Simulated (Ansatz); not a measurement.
Predict the output of the script below (Ansatz 0.2.0 through its Python package).

The script, `c2h7nosi_torsion.py`:
```python
"""Energy of C2H7NOSi as one group turns about a bond."""

from dataclasses import dataclass

import ansatz as az
from ase import Atoms


@dataclass
class RunConfig:
    basis: str = "cc-pVDZ"
    xc: str = "r2scan0"
    fmax: float = 0.02


settings = RunConfig()


def main() -> None:
    atoms = Atoms(["C", "O", "C", "N", "Si", "H", "H", "H", "H", "H", "H", "H"], positions=[
        (-1.9378, 0.7747, -0.1493),
        (-0.6846, 0.5123, -0.6695),
        (0.1293, -0.1408, 0.1624),
        (-0.1356, -0.4584, 1.3689),
        (1.8961, -0.5547, -0.5115),
        (-2.5384, 1.3577, -0.9488),
        (-2.4983, -0.0979, 0.0904),
        (-1.8762, 1.4978, 0.7013),
        (0.5426, -0.9397, 1.9204),
        (2.6547, 0.6833, -0.8321),
        (1.8249, -1.4352, -1.6668),
        (2.7002, -1.2544, 0.5687),
    ])

    # start the scan from a relaxed geometry
    first = (
        az.Crystal.molecule_from_ase(atoms).calculation()
        .basis(gaussian=settings.basis)
        .functional(settings.xc)
        .accuracy("medium")
        .relax(force_tolerance=settings.fmax, max_steps=80)
    )
    atoms.positions = first.run(threads=1, pin="off").report["positions_ang"]

    start = atoms.get_dihedral(1, 2, 4, 9)
    energies = {}
    for turn in range(0, 121, 15):
        turned = atoms.copy()
        turned.set_dihedral(1, 2, 4, 9, start + turn, indices=[4, 9, 10, 11])
        setup = az.Crystal.molecule_from_ase(turned).calculation()
        setup = setup.basis(gaussian=settings.basis)
        setup = setup.functional(settings.xc).accuracy("medium")
        energies[round((start + turn) % 360)] = setup.run(threads=1, pin="off").report["free_energy_ev"]
    floor = min(energies.values())
    print("dihedral O1-C2-Si4-H9 (deg)   E - E(min) (kcal/mol)")
    for angle, e in sorted(energies.items()):
        print(f"{angle:8d} {23.060548 * (e - floor):14.3f}  " + "#" * int(30 * (e - floor) / max(max(energies.values()) - floor, 1e-9)))


if __name__ == "__main__":
    main()
```

```console
$ python c2h7nosi_torsion.py
dihedral O1-C2-Si4-H9 (deg)   E - E(min) (kcal/mol)
      61          0.000
      76          0.165  ####
      91          0.549  ###############
     106          0.932  #########################
     121          1.097  ##############################
     136          0.956  ##########################
     151          0.600  ################
     166          0.248  ######
     181          0.119  ###
```

What to keep in mind:
- The settings weren't tested for convergence.
- The scan is rigid and the energies are electronic, in a modest basis. With rigid groups the curve can differ much from the relaxed path, the start wasn't checked as a minimum of this torsion, and equivalent turns needn't return to the same energy.
- Timing: 110 s on 1 thread of Arm Neoverse V2, with other jobs on the host, peak memory 0.33 GiB.
